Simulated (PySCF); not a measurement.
# C6H6BrO: the cost of one run

Computed with PySCF 2.14.0 and routines of our own; the level stands in each step. Atoms count from 0.

## (1) The starting structure

14 atoms, charge 1, multiplicity 1; geometry from: GFN2-xTB.

## (2) Relaxing the molecule at PBE0/def2-SV(P)

What the job is given:

```
{"job": {"xc": "PBE0", "basis": "def2-SV(P)", "grid": 1, "kind": "geom"}, "charge": 1, "multiplicity": 1}
C      2.055149    -0.086248    -0.176897
C      0.580610    -0.145090    -0.075589
C     -0.120809    -1.320805    -0.262474
O     -1.428046    -1.408421    -0.180069
C     -2.156660    -0.354225     0.091642
C     -1.592722     0.880468     0.301629
C     -0.199200     1.003377     0.219152
Br     0.616404     2.662168     0.494999
H      2.351311     0.622413    -0.950672
H      2.482745     0.276676     0.758076
H      2.477906    -1.058750    -0.407104
H      0.364752    -2.261655    -0.493373
H     -3.221378    -0.546179     0.132780
H     -2.210741     1.735798     0.525733
```

The run is started by

```sh
$ OMP_NUM_THREADS=1 python excited_run.py task.json out
```

This one command runs all jobs of the session in turn.

**Question.** How long does this first job take on 1 thread of Arm Neoverse V2, shared host, and how much memory does it need?

About 62 s, with a peak of 0.65 GiB.
